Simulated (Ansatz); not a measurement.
# HfSnTe4: the cost of one run

Method: DFT PBE, scalar-relativistic, plane waves, PAW, in Ansatz 0.2.0.

1 further run of the same task is left out (it didn't finish). Runs told in other sessions of the task aren't counted.

**1. The structure to begin with**

It takes space group P-3m1 (No. 164, trigonal). The conventional cell has a = 4.064 Å, b = 4.064 Å, c = 14.470 Å, α = 90.00°, β = 90.00°, γ = 120.00°. Hf (site symmetry -3m) has 6 Te at 2.92 Å in its first shell of neighbours. Sn (site symmetry -3m) has 6 Te at 2.96 Å in its first shell of neighbours. Te (site symmetry 3m) is surrounded by 3 Sn at 2.96 Å. Te (site symmetry 3m) has 3 Hf at 2.92 Å in its first shell of neighbours.

Coordinates:

```cif
data_structure
_symmetry_space_group_name_H-M 'P 1'
_symmetry_Int_Tables_number 1
_cell_length_a 4.0635
_cell_length_b 4.0635
_cell_length_c 14.4704
_cell_angle_alpha 90.000
_cell_angle_beta 90.000
_cell_angle_gamma 120.000
_cell_volume 206.93
loop_
_atom_site_label
_atom_site_type_symbol
_atom_site_fract_x
_atom_site_fract_y
_atom_site_fract_z
_atom_site_occupancy
Hf1 Hf 0.00000 0.00000 0.50000 1
Sn1 Sn 0.00000 0.00000 0.00000 1
Te1 Te 0.33333 0.66667 0.12490 1
Te2 Te 0.33333 0.66667 0.61980 1
Te3 Te 0.66667 0.33333 0.38020 1
Te4 Te 0.66667 0.33333 0.87510 1
```

The cell was relaxed beforehand at this level, from a generated guess; it needn't be the stable form of this composition. At a tolerance of 0.05 Å it has space group P-3m1 (No. 164); it has 34.49 Å³/atom, an uncorrected energy of -0.45 eV/atom over the elements.

**2. Static run: bands, density of states and charges**

File input.yaml:

```yaml
crystal:
  lattice:
    - [4.0635411951, 0.0, 0.0]
    - [-2.0317705975, 3.5191299043, 0.0]
    - [0.0, 0.0, 14.4703768]
  atoms:
    - { symbol: Hf, position: [0.0, 0.0, 0.5] }
    - { symbol: Sn, position: [0.0, 0.0, 0.0] }
    - { symbol: Te, position: [0.3333333333, 0.6666666667, 0.124899] }
    - { symbol: Te, position: [0.3333333333, 0.6666666667, 0.619805] }
    - { symbol: Te, position: [0.6666666667, 0.3333333333, 0.380195] }
    - { symbol: Te, position: [0.6666666667, 0.3333333333, 0.875101] }
basis:
  ecutwfc: 420
kpoints:
  mp_grid: { grid: [12, 12, 4] }
  band_path:
    path:
      - [[0.0, 0.0, 0.0], [0.5, 0.0, 0.0], [0.33333333, 0.33333333, 0.0], [0.0, 0.0, 0.0], [0.0, 0.0, 0.5], [0.5, 0.0, 0.5], [0.33333333, 0.33333333, 0.5], [0.0, 0.0, 0.5]]
      - [[0.5, 0.0, 0.5], [0.5, 0.0, 0.0]]
      - [[0.33333333, 0.33333333, 0.5], [0.33333333, 0.33333333, 0.0]]
    npoints: 14
hamiltonian:
  xc: pbe
scf:
  occupations: { method: gaussian, width: 0.1 }
  n_extra_bands: 15
output:
  forces: true
  stress: true
  eigenvalues: true
  populations: true
  dos: { projected: true, de: 0.02, nscf_kmesh: { grid: [15, 15, 5] } }
  bader: true
  write_density: true
  write_potential: true
  elf: true
  volumetric_format: npy
```

Started as:

```
ansatz run input.yaml --threads 4 --pin off --max-ram 8192MiB --backend cpu --events-out ev --progress --plain --runs-dir out
```

Q: Estimate wall time and peak memory on 4 threads of Intel Xeon Platinum 8259CL at 2.50GHz (Skylake/Cascade Lake), shared host.

About 65 s, with a peak of 1.5 GiB.
